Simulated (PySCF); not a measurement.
# LaH3(H2O): other functionals and bases at one geometry

How far do other levels of theory move the description of LaH3(H2O), and what does each cost? It is a constructed species; whether it can be made isn't addressed.

The runs use PySCF 2.14.0; several levels, as the steps say, no spin–orbit coupling.

1 further run of the same task is left out (for a known fault of the program).

## 1. Where the work starts

7 atoms, charge 0, spin multiplicity 1.

Bond lengths: La1–H2 2.213 Å, La1–H3 2.127 Å, La1–H4 2.132 Å, La1–O5 2.490 Å, La1–H6 2.466 Å, O5–H6 1.022 Å, O5–H7 0.964 Å. Angles: H2–La1–H3 117.3°, H2–La1–H4 117.4°, H2–La1–O5 60.6°, H2–La1–H6 36.8°, H3–La1–H4 116.3°, H3–La1–O5 116.7°, H3–La1–H6 121.3°, H4–La1–O5 117.0°, H4–La1–H6 121.9°, O5–La1–H6 23.8°, La1–O5–H6 76.8°, La1–O5–H7 141.9°, H6–O5–H7 107.4°, La1–H6–O5 79.4°.

Coordinates:

```mol
H5LaO
  3D, bonds by distance, orders not assigned

  7  7  0  0  0  0  0  0  0  0999 V2000
    0.0482   -0.3060   -0.0222 La  0  0
    0.3686    1.8609    0.2940 H   0  0
   -0.9184   -1.3864    1.5342 H   0  0
    1.5310   -1.3671   -1.1269 H   0  0
   -1.3447    1.3303   -1.2797 O   0  0
   -0.7391    1.9266   -0.7118 H   0  0
   -1.4295    1.7468   -2.1448 H   0  0
  1  2  8  0
  1  3  8  0
  1  4  8  0
  1  5  8  0
  1  6  8  0
  5  6  8  0
  5  7  8  0
M  END
```

Formal oxidation states: La +3. The 4f shell is empty and lies in the core potential. An earlier session relaxed this geometry at PBE0, La lcecp-1-SVP with ECP46, H def2-SVP, O def2-SVP (singlet, point group C1).

At PBE0 on the finer grid: E = -109.605289 Eh, HOMO -6.40 eV, LUMO -1.39 eV, Mulliken charge on La1 +0.80 e, largest force component 0.012 eV/Å. The large-core potential holds the 4f shell empty.

Levels to run: HF; CAM-B3LYP; PBE0, TZVP. Hardware: 2 threads of Arm Neoverse V2, shared host.

## 2. HF

run.py (the lines that set the calculation)

```python
mol = gto.M(atom='''
La     0.04822    -0.30601    -0.02219
H      0.36859     1.86089     0.29397
H     -0.91843    -1.38638     1.53422
H      1.53097    -1.36708    -1.12695
O     -1.34469     1.33034    -1.27968
H     -0.73908     1.92659    -0.71185
H     -1.42954     1.74683    -2.14476''',
    basis={'La': 'lcecp-1-SVP', 'H': 'def2-SVP', 'O': 'def2-SVP'},
    ecp={'La': 'lcecp-1-SVP'},
    charge=0, spin=0)
mf = scf.RHF(mol)
mf = mf.density_fit()  # fitting sets: La AutoAux, H def2-universal-JKFIT, O def2-universal-JKFIT
mf.conv_tol = 1e-08; mf.max_cycle = 55
mf.kernel(dm0)  # dm0: the density of the relaxed state
```

The run is started by

```
OMP_NUM_THREADS=2 python run.py
```

## 3. CAM-B3LYP

run.py (the lines that set the calculation): that of step 2 with these lines changed.

```diff
@@ -11,3 +11,4 @@
     charge=0, spin=0)
-mf = scf.RHF(mol)
+mf = dft.RKS(mol, xc='CAMB3LYP')
+mf.grids.atom_grid = (75, 302)  # f atoms: unpruned, at least (60, 302)
 mf = mf.density_fit()  # fitting sets: La AutoAux, H def2-universal-JKFIT, O def2-universal-JKFIT
```

## 4. PBE0, TZVP

Basis: La lcecp-1-TZVP with ECP46, H def2-TZVP, O def2-TZVP. 

run.py (the lines that set the calculation)

```python
mol = gto.M(atom='''
La     0.04822    -0.30601    -0.02219
H      0.36859     1.86089     0.29397
H     -0.91843    -1.38638     1.53422
H      1.53097    -1.36708    -1.12695
O     -1.34469     1.33034    -1.27968
H     -0.73908     1.92659    -0.71185
H     -1.42954     1.74683    -2.14476''',
    basis={'La': 'lcecp-1-TZVP', 'H': 'def2-TZVP', 'O': 'def2-TZVP'},
    ecp={'La': 'lcecp-1-TZVP'},
    charge=0, spin=0)
mf = dft.RKS(mol, xc='PBE0')
mf.grids.atom_grid = (75, 302)  # f atoms: unpruned, at least (60, 302)
mf = mf.density_fit()  # fitting sets: La AutoAux, H def2-universal-JKFIT, O def2-universal-JKFIT
mf.conv_tol = 1e-08; mf.max_cycle = 55
mf.kernel(dm0)  # dm0: free metal ions and neutral atoms
```

What does the calculation give? Wanted: for each run, HOMO; gap; charge on La1; dipole; largest force.

As calculated:

| level | state | HOMO (eV) | gap (eV) | charge on La1 (e) | dipole (D) | largest force (eV/Å) | basis functions | time |
| --- | --- | --- | --- | --- | --- | --- | --- | --- |
| PBE0 (relaxed here) | singlet | -6.40 | 5.01 | 0.80 | 3.79 | 0.01 | 72 | 6 s |
| HF | singlet | -9.25 | 10.22 | 1.21 | 4.16 | 1.31 | 72 | 1 s |
| CAM-B3LYP | singlet | -7.76 | 7.17 | 0.80 | 3.96 | 0.11 | 72 | 3.1 s |
| PBE0, TZVP | singlet | -6.43 | 5.02 | 0.97 | 3.66 | 0.22 | 108 | 5.9 s |

Times are on 2 threads of Arm Neoverse V2, shared host; the first row also made further properties.

In one basis the HOMO–LUMO gap runs from 5.01 eV (PBE0) to 10.22 eV (HF). The largest leftover force, 1.31 eV/Å with HF, stands at a geometry relaxed at another level. The Mulliken charge on La spans +0.80 to +1.21 e over the levels. With 4f in the core, its levels are missing from HOMO and gap. Total energies of different levels can't be compared. Spin–orbit coupling is left out throughout.
